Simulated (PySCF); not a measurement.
**Sn³⁺: the SCF solver's settings**

Do solver options change the result for Sn³⁺, or only the number of cycles?

Program: PySCF 2.14.0. Level of theory: each script names its method and basis. These are calculated values, not measurements.

3 further runs of the same task are left out: 1 for a known fault of the program, 2 that didn't finish.

**1. The atom**

Sn³⁺: 1 atom, charge 3, spin multiplicity 2.

**2. The base run**

input.py

```python
from pyscf import gto, scf, mp

mol = gto.M(
    atom='Sn 0 0 0',
    basis='ano-rcc-vdzp',
    charge=3,
    spin=1,
    verbose=4,
)
mf = scf.UHF(mol)
mf = mf.sfx2c1e()
mf.kernel()
mp.MP2(mf, frozen=18).kernel()
mf.dip_moment()
print('orbital energies (hartree):', [e[max(0, n-3):n+3].round(4) for e, n in zip(mf.mo_energy, mol.nelec)])
```

On the command line:

```bash
$ python input.py
```

Its log is not repeated here.

It gives: E(SCF) = -6171.908011 Eh, 7 cycles, E(MP2) − E(SCF) = -0.28481 Eh, ⟨S²⟩ = 0.750.

**3. Convergence threshold 1e-16 hartree**

Edit 1 changes convergence threshold: default → 1e-16 hartree.

input.py

```python
from pyscf import gto, scf, mp

mol = gto.M(
    atom='Sn 0 0 0',
    basis='ano-rcc-vdzp',
    charge=3,
    spin=1,
    verbose=4,
)
mf = scf.UHF(mol)
mf = mf.sfx2c1e()
mf.conv_tol = 1e-16
mf.kernel()
mp.MP2(mf, frozen=18).kernel()
mf.dip_moment()
print('orbital energies (hartree):', [e[max(0, n-3):n+3].round(4) for e, n in zip(mf.mo_energy, mol.nelec)])
```

On the command line:

```bash
$ python input.py
```

**4. Convergence threshold 0.001 hartree**

Edit 2 changes convergence threshold: default → 0.001 hartree.

input.py: that of step 2 with these lines changed.

```diff
@@ -11,2 +11,3 @@
 mf = mf.sfx2c1e()
+mf.conv_tol = 0.001
 mf.kernel()
```

**5. Smearing width 0.005 hartree**

Edit 3 changes smearing width: none → 0.005 hartree; step after the SCF: mp2 → none.

input.py: that of step 2 with these lines changed.

```diff
@@ -1,2 +1,2 @@
-from pyscf import gto, scf, mp
+from pyscf import gto, scf
 
@@ -11,4 +11,4 @@
 mf = mf.sfx2c1e()
+mf = scf.addons.smearing_(mf, sigma=0.005, method='fermi')
 mf.kernel()
-mp.MP2(mf, frozen=18).kernel()
 mf.dip_moment()
```

**6. Level shift 5 hartree**

Edit 4 changes level shift: none → 5 hartree.

input.py: that of step 2 with these lines changed.

```diff
@@ -11,2 +11,3 @@
 mf = mf.sfx2c1e()
+mf.level_shift = 5.0
 mf.kernel()
```

What does the calculation give? Wanted: for each run, E(SCF); from base; gap, α spin; after the SCF.

As calculated:

```tsv
run	E(SCF) (hartree)	from base (eV)	cycles	gap, α spin (eV)	after the SCF
base	-6171.908011	0	7	16.72	MP2 correlation -7.750 eV, core frozen
convergence threshold 1e-16 hartree	-6171.908011	0.0000	25	16.72	MP2 correlation -7.750 eV, core frozen
convergence threshold 0.001 hartree	-6171.908010	0.0000	4	16.72	MP2 correlation -7.750 eV, core frozen
smearing width 0.005 hartree	-6171.806781	not comparable	6	n/a	n/a
level shift 5 hartree	-6171.908011	0.0000	42	16.72	MP2 correlation -7.750 eV, core frozen
```

Distance from each run's final energy (log10 hartree) by cycle:

```tsv
run	cycle 1	cycle 2	cycle 3	cycle 5	cycle 8	cycle 12
base	-1.4	-2.5	-3.7	-8.0	done	done
convergence threshold 1e-16 hartree	-1.4	-2.5	-3.7	-8.0	< -11	< -11
convergence threshold 0.001 hartree	-1.4	-2.5	-3.7	done	done	done
smearing width 0.005 hartree	-1.6	-2.7	-4.7	-9.5	done	done
level shift 5 hartree	-1.4	-1.7	-1.9	-2.2	-2.8	-3.5
```

What this shows: No change of the SCF energy comes from convergence threshold 1e-16 hartree or convergence threshold 0.001 hartree or level shift 5 hartree. The base needs 7 cycles and the run with level shift 5 hartree needs 42.
